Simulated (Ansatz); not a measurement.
# FHSZn: how energies converge with the basis set

Aim: see how fast density functionals converge with the basis set for FHSZn.

Program: Ansatz 0.2.0, Gaussian basis. Level of theory: one geometry, several basis sets. These are calculated values, not measurements.

Plan: PBE0-D4/def2-SVP; ωB97M-V/def2-SVP; PBE0-D4/def2-QZVPP; ωB97M-V/def2-QZVPP; the functionals' def2-TZVPP values are taken from earlier runs.

### Step 1. Structure used throughout

An earlier PBE0-D4 in a triple-zeta def2 set relaxation fixed the geometry.

SMILES `[F][Zn][SH]`, 4 atoms, charge 0, spin multiplicity 1.

Atoms are counted from 1 here; the program's logs count them from 0.

Bond lengths: F1–Zn2 1.747 Å, Zn2–S3 2.141 Å, S3–H4 1.345 Å. Angles: F1–Zn2–S3 179.1°, Zn2–S3–H4 92.7°.

### Step 2. PBE0-D4 in def2-SVP

in.yaml

```yaml
crystal:
  periodic: [false, false, false]
  atoms:
    - {symbol: F, position_ang: [-0.398253, 0.262047, 2.366709]}
    - {symbol: Zn, position_ang: [-0.313037, 0.146588, 0.625193]}
    - {symbol: S, position_ang: [-0.240035, 0.017730, -1.510967]}
    - {symbol: H, position_ang: [1.006925, -0.486666, -1.501234]}
basis:
  gaussian: {orbitals: def2-SVP}
hamiltonian: {xc: pbe0, dispersion: d4}
output: {orbitals: {seedname: orbitals}}
```

Further steps of the session: ωB97M-V in def2-SVP; PBE0-D4 in def2-QZVPP; ωB97M-V in def2-QZVPP.

**Question.** What will the summary of the whole plan be? Wanted: PBE0-D4: double and triple zeta above quadruple; ωB97M-V: double and triple zeta above quadruple.

The runs gave:

| quantity | value |
| --- | --- |
| PBE0-D4: double and triple zeta above quadruple | 16.19, 1.75 eV |
| ωB97M-V: double and triple zeta above quadruple | 16.18, 1.69 eV |

In words: For PBE0-D4 the step from double to triple zeta gains 14.44 eV and the next only 1.75 eV. These are total energies; as a rule much of such shifts cancels in differences, which this series doesn't test.
